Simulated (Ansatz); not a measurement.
**Al3Au in Ansatz: the effect of functional**

Al3Au:

```
Au Al
1.0
    -2.01174    2.01174    4.02937
     2.01174   -2.01174    4.02937
     2.01174    2.01174   -4.02937
Au Al
1 3
Direct
  0.00000 0.00000 0.00000
  0.50000 0.50000 0.00000
  0.25000 0.75000 0.50000
  0.75000 0.25000 0.50000
```

The cell comes from a database or a generator and needn't be the stable form of this composition.

The cell isn't the ideal one: volume scaled by 0.98.

Alike in all runs:

* Program: Ansatz 0.2.0
* Task: single point
* Potentials or basis: Ansatz PAW
* k mesh: 9 × 9 × 9
* Occupations: fermi-dirac, width 0.05 eV
* Spin: no spin polarisation

```tsv
functional	cutoff	pressure (GPa)
LDA	420 eV (not typed: the program's choice for these potentials)	?
r2SCAN	500 eV (not typed: the program's choice for these potentials)	-0.8
PBE	420 eV (not typed: the program's choice for these potentials)	2.4
```

Problem. What does the run with functional LDA give?

Solution. Pressure -3.2 GPa.

Caveats: the PAW data sets come from PBE, with cores solved anew for the run's functional, which leaves a small shift of forces and pressure (some runs).
